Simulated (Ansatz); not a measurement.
Runs of Ansatz 0.2.0 on ScRu3. Symmetry: I4/mmm, No. 139, tetragonal system. The conventional cell has a = 3.899 Å, b = 3.899 Å, c = 8.045 Å, α = 90.00°, β = 90.00°, γ = 90.00°. Ru (site symmetry 4/mmm) has 4 Sc at 2.76 Å and 8 Ru at 2.80 Å as nearest neighbours. Ru (site symmetry -4m2) is surrounded by 8 Ru at 2.76 to 2.80 Å and 4 Sc at 2.80 Å. Sc (site symmetry 4/mmm) is surrounded by 12 Ru at 2.76 to 2.80 Å. The cell comes from a database or a generator and needn't be the stable form of this composition.

| level | gap on the mesh (eV) | pressure (GPa) | relaxed volume (Å³/atom) |
| --- | --- | --- | --- |
| r2SCAN+D3(BJ) | none | 0.0 | 14.66 |
| r2SCAN+D3(BJ)-ATM | none | 0.0 | 14.77 |
| r2SCAN | none | 0.0 | (a) |
| r2SCAN+rVV10 | none | 0.0 | 14.73 |
| r2SCAN+D4 | none | 0.0 | 14.77 |

Alike in all rows: task relaxation of cell and atoms; potentials or basis Ansatz PAW; no spin polarisation; cell relaxed; k mesh 10 × 10 × 10; cutoff (eV) 500; smearing fermi-dirac 0.05 eV.

Q: Estimate the missing entries.

A: (a) 14.87.

Caveats: the plane-wave basis is chosen anew once the cell has moved, so the energies of steps on either side of that aren't comparable; the PAW data sets come from PBE, with cores solved anew for the run's functional, which leaves a small shift of forces and pressure; pairwise dispersion overbinds metals, which lowers pressure and volume (some runs); the dispersion damping was fitted for another functional or another form of the correction (some runs).

A k mesh can miss the band edges, and the runs leave out spin-orbit coupling on Ru.

A gap of «none» marks a metal or a gap under the smearing width.
